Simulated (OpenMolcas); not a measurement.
# GeO (SMILES [O]=[Ge]) at FNO-MP2/aug-cc-pVDZ (RICD fitting, virtual fraction 0.8)

What is the energy change on altering one bond length of GeO at FNO-MP2/aug-cc-pVDZ (RICD fitting, virtual fraction 0.8)? 

The calculation is run with OpenMolcas 26.06.

**1. Starting point**

GeO: 2 atoms, total charge 0, spin state singlet. As SMILES, `[O]=[Ge]`. Geometry: a GFN2-xTB relaxation, a rough one for these elements and not checked as a minimum.

Bond lengths: O1–Ge2 1.576 Å.

**2. The energy at FNO-MP2/aug-cc-pVDZ (RICD fitting, virtual fraction 0.8)**

The input, geom.xyz:

```xyz
2

O      0.000000     0.000000     0.000000
Ge     0.000000     0.000000     1.576490
```

The input, job.input:

```
* GeO FNO-MP2
>>> EXPORT MOLCAS_PRINT=2

&GATEWAY
  BASLIB=$CurrDir
  COORD=geom.xyz
  BASIS=aug-cc-pVDZ
  GROUP=NoSym
  RICD

&SEWARD

&SCF
  PRORBITALS=0

&MBPT2
  FNOMP2=0.8
  DOMP2
  FROZEN=10
```

The basis set aug-cc-pVDZ is read from a file made from the Basis Set Exchange's data (not shown).

On the command line:

```console
export MOLCAS_MEM=1860
pymolcas job.input > job.log
```

Standard output:

```text
--- Start Module: gateway ---
[...]
--- Stop Module: gateway /rc=_RC_ALL_IS_WELL_ ---
[...]
      Basis functions           59
[...]
--- Start Module: scf ---
[...]
       Convergence after  11 Iterations
[...]
::    Total SCF energy                              -2150.1974517933
[...]
      Total spin, S                                     0.0000000000
[...]
      Total electronic charge=   40.000000
      Total            charge=   -0.000000
[...]
      Dipole Moment (debye):
      Origin of the operator (angstrom)=    0.0000    0.0000    1.2961
                   X=  2.7168E-14               Y= -4.5284E-14               Z=  3.8889E+00           Total=  3.8889E+00
      Quadrupole Moment (debye*angstrom):
[...]
--- Stop Module: scf /rc=_RC_ALL_IS_WELL_ ---
[...]
--- Start Module: mbpt2 ---
[...]
WARNING!
Default frozen orbitals as non valence orbitals is overwritten by user input.
Default values:  15
[...]
       Reference weight ( Cref**2 )         =        0.88839
::    Total MBPT2 energy                            -2150.5088622673
[...]
--- Stop Module: mbpt2 /rc=_RC_ALL_IS_WELL_ ---
[...]
```

Run time: 4.2 s. Hardware: 1 thread of Arm Neoverse N1, shared host; peak memory 0.15 GiB.

**3. The distorted shape**

The input, geom.xyz:

```xyz
2

O      0.000000     0.000000     0.157690
Ge     0.000000     0.000000     1.576490
```

The input, job.input:

```
* GeO FNO-MP2

&GATEWAY
 BasLib=$CurrDir
 Coord=geom.xyz
 Basis=aug-cc-pVDZ
 Group=NoSym
 RICD

&SEWARD

&SCF
 PrOrbitals=0

&MBPT2
 FNOMP2=0.8
 DoMP2
 Frozen=10
```

The basis set aug-cc-pVDZ is read from a file made from the Basis Set Exchange's data (not shown).

On the command line:

```console
export MOLCAS_MEM=1860
pymolcas job.input > job.log
```

Standard output:

```text
--- Start Module: gateway ---
[...]
--- Stop Module: gateway /rc=_RC_ALL_IS_WELL_ ---
[...]
      Basis functions           59
[...]
--- Start Module: scf ---
[...]
       Convergence after  10 Iterations
[...]
::    Total SCF energy                              -2150.1440964128
[...]
      Total spin, S                                     0.0000000000
[...]
      Total electronic charge=   40.000000
      Total            charge=   -0.000000
[...]
      Dipole Moment (debye):
      Origin of the operator (angstrom)=    0.0000    0.0000    1.3241
                   X=  1.0524E-14               Y= -1.4970E-14               Z=  2.9136E+00           Total=  2.9136E+00
      Quadrupole Moment (debye*angstrom):
[...]
--- Stop Module: scf /rc=_RC_ALL_IS_WELL_ ---
[...]
--- Start Module: mbpt2 ---
[...]
WARNING!
Default frozen orbitals as non valence orbitals is overwritten by user input.
Default values:  15
[...]
       Reference weight ( Cref**2 )         =        0.90167
::    Total MBPT2 energy                            -2150.4395796744
[...]
--- Stop Module: mbpt2 /rc=_RC_ALL_IS_WELL_ ---
[...]
```

It took 4.2 s on 1 thread of Arm Neoverse N1, shared host; peak memory 0.15 GiB.

**4. Outcome**

Level: FNO-MP2/aug-cc-pVDZ (RICD fitting, virtual fraction 0.8), 10 core orbitals frozen.

```
                                                          quantity           value
                                         first shape: total energy  -2150.50886 Eh
                   first shape: dipole moment (mean-field density)          3.89 D
                  first shape: HOMO energy (Hartree–Fock orbitals)       -11.61 eV
                  first shape: LUMO energy (Hartree–Fock orbitals)         0.49 eV
                first shape: HOMO–LUMO gap (Hartree–Fock orbitals)        12.10 eV
         first shape: correlation energy (10 core orbitals frozen)      -311.4 mEh
                                     distorted shape: total energy  -2150.43958 Eh
               distorted shape: dipole moment (mean-field density)          2.91 D
              distorted shape: HOMO energy (Hartree–Fock orbitals)       -11.43 eV
              distorted shape: LUMO energy (Hartree–Fock orbitals)         0.78 eV
            distorted shape: HOMO–LUMO gap (Hartree–Fock orbitals)        12.21 eV
     distorted shape: correlation energy (10 core orbitals frozen)      -295.5 mEh
energy change with the O1–Ge2 bond shortened from 1.576 to 1.419 Å        1.885 eV
```

With the O1–Ge2 bond shortened from 1.576 to 1.419 Å the energy rises by 1.89 eV (182 kJ/mol). The first shape isn't relaxed at this level, so the change isn't measured from a minimum.
